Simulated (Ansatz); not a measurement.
# CH₄GaN: taking an electron away

One table from this session's results is given with a row withheld; the runs are named, their logs left out.

Program: Ansatz 0.2.0, Gaussian basis. Level of theory: unrestricted cation, the program's frozen cores in correlated methods. These are calculated values, not measurements.

Plan: UKS PBE-D4/def2-TZVPP; UKS r2SCAN-D4/def2-TZVPP; UKS PBE0-D4/def2-TZVPP; UKS B3LYP-D4/def2-TZVPP; UKS wB97X-V/def2-TZVPP; UKS wB97M-V/def2-TZVPP; UKS B2PLYP/def2-TZVPP; UHF-CCSD(T)/def2-TZVPP; UHF-MP2/def2-QZVPP; extrapolation to the limit; then −ε(HOMO) from the neutral's earlier runs with LDA (SPW92), PBE-D4, revPBE-D4, BLYP-D4, r2SCAN-D4, B97M-V, PBE0-D4, B3LYP-D4, r2SCANh-D4, r2SCAN0-D4, HSE06-D4, BHLYP-D4, CAM-B3LYP-D4, LC-ωPBE, ωB97X-V, ωB97M-V.

**The geometry**

An earlier PBE0-D4 in a triple-zeta def2 set relaxation fixed the geometry.

SMILES `C=[N][GaH2]`, 7 atoms, charge 0, spin multiplicity 1.

Atoms are counted from 1 here; the program's logs count them from 0.

Bond lengths: C1–N2 1.242 Å, C1–H4 1.101 Å, C1–H5 1.101 Å, N2–Ga3 1.803 Å, Ga3–H6 1.556 Å, Ga3–H7 1.556 Å. Angles: N2–C1–H4 123.4°, N2–C1–H5 121.6°, H4–C1–H5 115.0°, C1–N2–Ga3 162.6°, N2–Ga3–H6 115.6°, N2–Ga3–H7 115.6°, H6–Ga3–H7 128.6°.

Set-up of the first run:

Input file in.yaml:

```yaml
crystal:
  periodic: [false, false, false]
  atoms:
    - {symbol: C, position_ang: [-1.119676, 0.099059, -0.980255]}
    - {symbol: N, position_ang: [-0.311270, -0.140677, -0.067931]}
    - {symbol: Ga, position_ang: [1.142305, -0.099659, 0.998458]}
    - {symbol: H, position_ang: [-0.943863, 0.853455, -1.763343]}
    - {symbol: H, position_ang: [-2.076845, -0.439331, -1.060082]}
    - {symbol: H, position_ang: [1.040568, 0.837358, 2.236487]}
    - {symbol: H, position_ang: [2.268781, -1.110195, 0.636676]}
basis:
  gaussian: {orbitals: def2-TZVPP}
total_charge: 1
magnetization: {spin_polarized: true, initial_magnetization: 1}
hamiltonian: {xc: pbe, dispersion: d4}
```

Among the steps run: Cation, UKS PBE-D4/def2-TZVPP; Cation, UKS r2SCAN-D4/def2-TZVPP; Cation, UKS PBE0-D4/def2-TZVPP; Cation, UKS B3LYP-D4/def2-TZVPP; Cation, UKS wB97X-V/def2-TZVPP; Cation, UKS wB97M-V/def2-TZVPP; Cation, UKS B2PLYP (frozen core)/def2-TZVPP; Cation, UHF-CCSD(T)/def2-TZVPP; Cation, UHF-MP2/def2-QZVPP.

One of the session's tables, all rows but one given; the rest of the session is left out.

It belongs to the step «Ionisation energies side by side». Orbital estimates, from the neutral's runs:

```
  functional  −ε(HOMO) (eV)
 LDA (SPW92)           5.57
      PBE-D4           5.43
   revPBE-D4           5.36
     BLYP-D4           5.33
   r2SCAN-D4           5.61
      B97M-V           5.72
     PBE0-D4           6.61
    B3LYP-D4           6.43
  r2SCANh-D4           6.06
  r2SCAN0-D4           6.75
    HSE06-D4           6.21
    BHLYP-D4              ?
CAM-B3LYP-D4           7.97
     LC-ωPBE           9.26
     ωB97X-V           8.94
     ωB97M-V           8.86
```

**Question.** Estimate the row for BHLYP-D4.

Worked estimate for «−ε(HOMO) (eV)». Against the share of exact exchange, BLYP-D4 (0, 5.33), B3LYP-D4 (0.2, 6.43) give a slope of 5.50 per unit share; at 0.5 the line stands at 8.08.

The run gave: −ε(HOMO) (eV): 7.77. In «−ε(HOMO) (eV)» the line misses by +0.31.
